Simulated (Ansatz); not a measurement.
# N: the cost of one run

Method: DFT PBE+D3(BJ), plane waves, PAW, scalar-relativistic, no spin polarisation, in Ansatz 0.2.0.

**1. The starting structure**

The cell holds 24 atoms (N24): a = 8.556 Å, b = 8.556 Å, c = 8.556 Å, α = 90.00°, β = 90.00°, γ = 90.00°.

Coordinates:

```
N
1.0
     8.55626    0.00000    0.00000
     0.00000    8.55626    0.00000
     0.00000    0.00000    8.55626
N
24
Direct
  0.01220 0.82500 0.74284
  0.96084 0.86571 0.62819
  0.31855 0.38620 0.78038
  0.22370 0.40141 0.68975
  0.70078 0.35294 0.53159
  0.69773 0.42510 0.42102
  0.71459 0.10753 0.21326
  0.71201 0.10501 0.08124
  0.27593 0.95846 0.86348
  0.26943 0.07771 0.80711
  0.78861 0.64283 0.23576
  0.91323 0.65368 0.19342
  0.44817 0.47406 0.09947
  0.47371 0.35152 0.05738
  0.17611 0.19106 0.21503
  0.17114 0.14198 0.09252
  0.32226 0.74793 0.41868
  0.40030 0.83834 0.36231
  0.22193 0.00263 0.53785
  0.28705 0.11701 0.52710
  0.80125 0.03620 0.80139
  0.70767 0.11218 0.74744
  0.49494 0.72592 0.75422
  0.54273 0.78860 0.64825
```

**2. Preparing the start**

File input.yaml:

```yaml
accuracy: low
crystal:
  lattice:
    - [8.556259, 0.0, 0.0]
    - [0.0, 8.556259, 0.0]
    - [0.0, 0.0, 8.556259]
  atoms:
    - { symbol: "N", position: [1.0121981, 0.8249961, 0.7428415] }
    - { symbol: "N", position: [0.9608405, 0.8657125, 0.6281869] }
    - { symbol: "N", position: [0.3185475, 0.3862037, 0.7803814] }
    - { symbol: "N", position: [0.2236959, 0.4014063, 0.6897549] }
    - { symbol: "N", position: [0.7007841, 0.352941, 0.5315869] }
    - { symbol: "N", position: [0.6977275, 0.4251048, 0.4210242] }
    - { symbol: "N", position: [0.7145943, 0.1075325, 0.2132561] }
    - { symbol: "N", position: [0.7120138, 0.1050055, 0.0812408] }
    - { symbol: "N", position: [0.2759287, -0.0415416, 0.8634778] }
    - { symbol: "N", position: [0.2694284, 0.0777101, 0.8071053] }
    - { symbol: "N", position: [0.7886071, 0.6428274, 0.2357551] }
    - { symbol: "N", position: [0.9132298, 0.6536839, 0.1934183] }
    - { symbol: "N", position: [0.4481748, 0.474061, 0.0994729] }
    - { symbol: "N", position: [0.4737139, 0.3515187, 0.0573752] }
    - { symbol: "N", position: [0.1761101, 0.1910565, 0.2150333] }
    - { symbol: "N", position: [0.1711425, 0.1419845, 0.0925247] }
    - { symbol: "N", position: [0.3222569, 0.7479329, 0.4186768] }
    - { symbol: "N", position: [0.4002957, 0.8383415, 0.3623091] }
    - { symbol: "N", position: [0.2219269, 0.0026297, 0.5378527] }
    - { symbol: "N", position: [0.2870547, 0.1170144, 0.5271008] }
    - { symbol: "N", position: [0.8012493, 0.0361981, 0.8013935] }
    - { symbol: "N", position: [0.7076728, 0.1121829, 0.7474414] }
    - { symbol: "N", position: [0.4949414, 0.7259246, 0.7542171] }
    - { symbol: "N", position: [0.5427329, 0.7886036, 0.6482529] }
basis:
  ecutwfc: 420.0
kpoints:
  mp_grid: { grid: [1, 1, 1] }
hamiltonian:
  xc: pbe
  dispersion: d3bj
scf:
  occupations: { method: fermi_dirac, width: 0.02 }
  lower_state_search: "off"
relax:
  f_tol: 0.3
  max_steps: 15
  adjacent_minimum: "off"
```

Command:

```console
ansatz run input.yaml --threads 1 --pin off --max-ram 3072MiB --backend cpu --events-out ev --progress --plain --runs-dir out
```

Q: Estimate wall time and peak memory on 1 thread of Arm Neoverse N1, shared host.

About 61 s, with a peak of 0.49 GiB.
